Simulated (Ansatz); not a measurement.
# Ca2C: properties at the relaxed cell

The task here is to estimate one member of a computed series from the others.

Program: Ansatz 0.2.0. Level of theory: DFT PBE, scalar-relativistic, plane waves, PAW. These are calculated values, not measurements.

### The starting structure

Symmetry: Pnma, No. 62, orthorhombic system. Conventional cell: a = 6.682 Å, b = 4.385 Å, c = 7.968 Å, α = 90.00°, β = 90.00°, γ = 90.00°. Around Ca (site symmetry m) lie 4 C at 2.59 to 2.73 Å. Ca (site symmetry m) is surrounded by 3 C at 2.51 to 2.83 Å. C (site symmetry m) has 7 Ca at 2.51 to 2.83 Å as nearest neighbours.

As a file:

```
CELL_PARAMETERS angstrom
6.68151 0.00000 0.00000
0.00000 4.38476 0.00000
0.00000 0.00000 7.96818
ATOMIC_POSITIONS crystal
Ca 0.36461 0.75000 0.09385
Ca 0.63539 0.25000 0.90615
Ca 0.86461 0.75000 0.40615
Ca 0.13539 0.25000 0.59385
Ca 0.00624 0.25000 0.15522
Ca 0.99376 0.75000 0.84478
Ca 0.50624 0.25000 0.34478
Ca 0.49376 0.75000 0.65522
C 0.74737 0.25000 0.58576
C 0.25263 0.75000 0.41424
C 0.24737 0.25000 0.91424
C 0.75263 0.75000 0.08576
```

This cell was relaxed beforehand with the same method: volume 19.45 Å³/atom, gap on the mesh 0.88 eV.

The first run:

The input, input.yaml:

```yaml
crystal:
  lattice:
    - [6.6140189137, 0.0, 0.0]
    - [0.0, 4.3404713882, 0.0]
    - [0.0, 0.0, 7.8876920232]
  atoms:
    - { symbol: Ca, position: [0.3646131981, 0.75, 0.0938495496] }
    - { symbol: Ca, position: [0.6353868019, 0.25, 0.9061504504] }
    - { symbol: Ca, position: [0.8646131981, 0.75, 0.4061504504] }
    - { symbol: Ca, position: [0.1353868019, 0.25, 0.5938495496] }
    - { symbol: Ca, position: [0.006236017, 0.25, 0.1552200443] }
    - { symbol: Ca, position: [0.993763983, 0.75, 0.8447799557] }
    - { symbol: Ca, position: [0.506236017, 0.25, 0.3447799557] }
    - { symbol: Ca, position: [0.493763983, 0.75, 0.6552200443] }
    - { symbol: C, position: [0.7473714526, 0.25, 0.5857613545] }
    - { symbol: C, position: [0.2526285474, 0.75, 0.4142386455] }
    - { symbol: C, position: [0.2473714526, 0.25, 0.9142386455] }
    - { symbol: C, position: [0.7526285474, 0.75, 0.0857613545] }
basis:
  ecutwfc: 420
kpoints:
  mp_grid: { grid: [4, 6, 4] }
hamiltonian:
  xc: pbe
scf:
  occupations: { method: gaussian, width: 0.02 }
output:
  forces: true
  stress: true
  eigenvalues: true
relax:
  adjacent_minimum: "off"
  f_tol: 0.01
  max_steps: 30
  cell: { stress_tol: 0.1, fix: [volume] }
```

On the command line:

```bash
$ ansatz run input.yaml --threads 4 --pin off --max-ram 10240MiB --backend cpu --events-out ev --progress --plain --runs-dir out
```

Steps of the session up to this table: Point at V/V0 = 0.97; Volume × 1.03; Volume × 0.94; The cell scaled to 1.06 of its volume; Point at V/V0 = 0.91; The cell scaled to 1.10 of its volume; The cell scaled to 0.88 of its volume.

One table of the session follows, with a row left open; its other results are not shown here.

It belongs to the step «Energy against volume». 

```
volume (Å³/atom)  energy above the lowest point (meV/atom)  pressure (GPa)  gap on the mesh (eV)
          17.119                                      49.6            7.67                  0.70
          17.703                                      26.2            5.25                  0.73
          18.286                                      10.9            3.20                  0.77
          18.870                                       2.6            1.46                  0.82
          19.454                                       0.0           -0.01                  0.88
          20.037                                         ?               ?                     ?
          20.621                                       7.4           -1.76                  0.69
          21.399                                      16.1           -1.76                  0.31
```

Q: Estimate the row for volume (Å³/atom) = 20.037 from the others.

Worked estimate for «energy above the lowest point (meV/atom)». A straight line through the neighbours (19.454, 0.0) and (20.621, 7.4) gives 0.0 + (7.4 − 0.0) × (20.037 − 19.454) / (20.621 − 19.454) = 3.7; a parabola fitted to 4 rows on both sides gives 2.4.

The run gave: energy above the lowest point (meV/atom): 2.1; pressure (GPa): -1.08; gap on the mesh (eV): 0.91. In «energy above the lowest point (meV/atom)» the line misses by +1.6 and the parabola by +0.3.

Limits of these values: The gap on the mesh goes from 0.70 eV at the smallest volume to 0.31 eV at the largest, through a peak of 0.91 eV between.
